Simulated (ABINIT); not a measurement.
Runs of ABINIT 10.8.3 (patched build) on DyO. Symmetry: F-43m, No. 216, cubic system. Conventional cell: a = 5.052 Å, b = 5.052 Å, c = 5.052 Å, α = 90.00°, β = 90.00°, γ = 90.00°. Around Dy (site symmetry -43m) lie 4 O at 2.19 Å. O (site symmetry -43m) is surrounded by 4 Dy at 2.19 Å. The cell comes from a database or a generator and needn't be the stable form of this composition.

```csv
level,potentials or basis,spin,fixed moment (μB),cutoff (eV),fine-grid cutoff,moment constraint,constraint weight,gap on the mesh (eV),pressure (GPa),moment (μB)
LDA+U,JTH PAW LDA v2.0,"collinear, ferromagnetic start",1.0,680,1278.94 eV,-,-,-,(a),1.00
LDA+U,JTH PAW LDA v2.0,"collinear, ferromagnetic start",-,680,1278.94 eV,2,0.01,none,19.4,4.76
LDA+U,JTH PAW LDA v2.0,off,-,680,1278.94 eV,-,-,none,15.6,-
r2SCAN+U,JTH PAW PBE v2.0,"collinear, ferromagnetic start",-,653,1251.72 eV,-,-,none,29.4,4.08
```

Alike in all rows: task single point; Dy f U = 6 eV; cell as given; k mesh 6 × 6 × 6; smearing gaussian 0.05 eV.

Q: Fill in the values left out.

A: (a) 18.2.

Caveats: the magnetic or orbital state may not be the lowest (some runs); spin-orbit coupling is left out, which moves the levels of the heavy elements (some runs); the moment is held away from its start (some runs); the total moment is fixed, so each spin has its own Fermi level (some runs); moments held by a penalty levels and stress carry it (some runs); U without spin polarisation on a metal has little footing (some runs); a pressure of tens of GPa on the cell as given is suspect, and the run, the potentials or the cell itself is likely at fault (some runs).

A k mesh can miss the band edges, and the runs leave out spin-orbit coupling on Dy.

A gap of «none» marks a metal or a gap under the smearing width.
